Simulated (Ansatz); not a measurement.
# C2H3NSe: a ladder of functionals and wavefunction methods

An exercise on one series of results from a longer session: the logs are not shown, and one member is left open.

Computed with Ansatz 0.2.0, Gaussian basis. Level: functionals in def2-TZVPP, the program's frozen cores in correlated methods.

The runs, in order: LDA (SPW92), PBE-D4, revPBE-D4, BLYP-D4, r2SCAN-D4, B97M-V, PBE0-D4, B3LYP-D4, r2SCANh-D4, r2SCAN0-D4, HSE06-D4, BHLYP-D4, CAM-B3LYP-D4, LC-ωPBE, ωB97X-V, ωB97M-V, B2PLYP, PBE-QIDH; CCSD(T)/def2-SVP; CCSD(T)/def2-TZVPP; MP2/def2-QZVPP; extrapolation to the limit; RPA on PBE.

## The geometry

All runs share one geometry, relaxed beforehand with PBE0-D4 in a triple-zeta def2 set.

SMILES `NC#C[SeH]`, 7 atoms, charge 0, spin multiplicity 1.

Atoms are counted from 1 here; the program's logs count them from 0.

Bond lengths: N1–C2 1.330 Å, N1–H5 1.007 Å, N1–H6 1.007 Å, C2–C3 1.211 Å, C3–Se4 1.809 Å, Se4–H7 1.476 Å. Angles: C2–N1–H5 117.6°, C2–N1–H6 117.6°, H5–N1–H6 114.4°, N1–C2–C3 176.5°, C2–C3–Se4 171.8°, C3–Se4–H7 97.1°.

Set-up of the first run:

Input file in.yaml:

```yaml
crystal:
  periodic: [false, false, false]
  atoms:
    - {symbol: N, position_ang: [-0.024218, 1.119261, 1.273407]}
    - {symbol: C, position_ang: [-0.074689, 0.276366, 0.245273]}
    - {symbol: C, position_ang: [-0.058115, -0.521438, -0.665502]}
    - {symbol: Se, position_ang: [-0.251393, -1.601319, -2.104410]}
    - {symbol: H, position_ang: [0.202009, 2.081171, 1.077691]}
    - {symbol: H, position_ang: [-0.694369, 0.991785, 2.014634]}
    - {symbol: H, position_ang: [0.961975, -2.413825, -1.886692]}
basis:
  gaussian: {orbitals: def2-TZVPP}
hamiltonian: {xc: lda}
output: {orbitals: {seedname: orbitals}}
```

Started as:

```console
ansatz run in.yaml --threads 2 --pin off --events-out ev --progress --plain --max-ram 4352MiB
```

Among the steps run: LDA; PBE-D4 (GGA); revPBE-D4 (GGA); BLYP-D4 (GGA); r2SCAN-D4 (meta-GGA); B97M-V (meta-GGA); PBE0-D4 (hybrid); B3LYP-D4 (hybrid); r2SCANh-D4 (hybrid); r2SCAN0-D4 (hybrid); HSE06-D4 (hybrid); BHLYP-D4 (hybrid); CAM-B3LYP-D4 (range-separated); LC-ωPBE (range-separated); ωB97X-V (range-separated); ωB97M-V (range-separated); B2PLYP (double hybrid); PBE-QIDH (double hybrid).

One of the session's tables, all rows but one given; the rest of the session is left out.

It belongs to the step «Frontier levels by functional». 

```
  functional  HOMO (eV)  LUMO (eV)  gap (eV)
 LDA (SPW92)      -5.38      -0.81      4.57
      PBE-D4      -5.23      -0.66      4.56
   revPBE-D4      -5.17      -0.60      4.57
     BLYP-D4      -5.07      -0.60      4.47
   r2SCAN-D4      -5.44      -0.38      5.06
      B97M-V      -5.46      -0.42      5.05
     PBE0-D4      -6.33       0.22      6.56
    B3LYP-D4      -6.11      -0.05      6.06
  r2SCANh-D4      -5.85      -0.06      5.79
  r2SCAN0-D4      -6.48       0.41      6.88
    HSE06-D4      -5.94      -0.16      5.78
    BHLYP-D4      -7.30       1.08      8.38
CAM-B3LYP-D4      -7.59       1.22      8.81
     LC-ωPBE      -8.92       2.46     11.38
     ωB97X-V          ?          ?         ?
     ωB97M-V      -8.43       2.03     10.46
```

Estimate the missing values for ωB97X-V.

The run gave: HOMO (eV): -8.56; LUMO (eV): 2.30; gap (eV): 10.87. In the column «HOMO (eV)» it lies between LC-ωPBE (-8.92) and ωB97M-V (-8.43).
